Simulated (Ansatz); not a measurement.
**CH₇NOSi₂: basis-set convergence**

An exercise on one series of results from a longer session: the logs are not shown, and one member is left open.

Method: one geometry, several basis sets; program: Ansatz 0.2.0, Gaussian basis.

The runs, in order: PBE0-D4/def2-SVP; ωB97M-V/def2-SVP; PBE0-D4/def2-QZVPP; ωB97M-V/def2-QZVPP; the functionals' def2-TZVPP values are taken from earlier runs.

## The relaxed structure

All runs share one geometry, relaxed beforehand with PBE0-D4 in a triple-zeta def2 set.

SMILES `N[C@H]1O[Si@@H]1[SiH3]`, 12 atoms, charge 0, spin multiplicity 1.

Atoms are counted from 1 here; the program's logs count them from 0.

Bond lengths: N1–C2 1.401 Å, N1–H6 1.013 Å, N1–H7 1.010 Å, C2–O3 1.498 Å, C2–Si4 1.821 Å, C2–H8 1.088 Å, O3–Si4 1.668 Å, Si4–Si5 2.333 Å, Si4–H9 1.489 Å, Si5–H10 1.488 Å, Si5–H11 1.485 Å, Si5–H12 1.487 Å. Angles: C2–N1–H6 112.4°, C2–N1–H7 113.6°, H6–N1–H7 109.2°, N1–C2–O3 117.8°, N1–C2–Si4 125.7°, N1–C2–H8 112.0°, O3–C2–Si4 59.4°, O3–C2–H8 109.3°, Si4–C2–H8 119.6°, C2–O3–Si4 70.0°, C2–Si4–O3 50.6°, C2–Si4–Si5 124.1°, C2–Si4–H9 117.6°, O3–Si4–Si5 118.1°, O3–Si4–H9 115.3°, Si5–Si4–H9 114.9°, Si4–Si5–H10 109.3°, Si4–Si5–H11 109.3° and more.

Set-up of the first run:

Contents of in.yaml:

```yaml
crystal:
  periodic: [false, false, false]
  atoms:
    - {symbol: N, position_ang: [-0.558026, -0.643683, 2.403395]}
    - {symbol: C, position_ang: [0.103161, -0.602689, 1.168651]}
    - {symbol: O, position_ang: [-0.455289, -1.425387, 0.048385]}
    - {symbol: Si, position_ang: [-0.522113, 0.193799, -0.344813]}
    - {symbol: Si, position_ang: [0.838185, 0.962296, -2.077821]}
    - {symbol: H, position_ang: [-0.475632, -1.546788, 2.855100]}
    - {symbol: H, position_ang: [-1.533270, -0.386822, 2.348276]}
    - {symbol: H, position_ang: [1.167617, -0.807069, 1.268330]}
    - {symbol: H, position_ang: [-1.878241, 0.805894, -0.292981]}
    - {symbol: H, position_ang: [0.887282, 2.448710, -2.043404]}
    - {symbol: H, position_ang: [2.208134, 0.414823, -1.905250]}
    - {symbol: H, position_ang: [0.295291, 0.531618, -3.393867]}
basis:
  gaussian: {orbitals: def2-SVP}
hamiltonian: {xc: pbe0, dispersion: d4}
output: {orbitals: {seedname: orbitals}}
```

Among the steps run: PBE0-D4 in def2-SVP; ωB97M-V in def2-SVP; PBE0-D4 in def2-QZVPP; ωB97M-V in def2-QZVPP.

One of the session's tables, all rows but one given; the rest of the session is left out.

It belongs to the step «Functionals by basis». 

```
functional       basis  HOMO (eV)
   PBE0-D4    def2-SVP          ?
   PBE0-D4  def2-TZVPP      -6.90
   PBE0-D4  def2-QZVPP      -6.94
   ωB97M-V    def2-SVP      -8.97
   ωB97M-V  def2-TZVPP      -9.11
   ωB97M-V  def2-QZVPP      -9.15
```

Estimate the missing values for PBE0-D4, def2-SVP.

**Answer.** HOMO (eV): -6.77. In the column «HOMO (eV)» it is the highest.
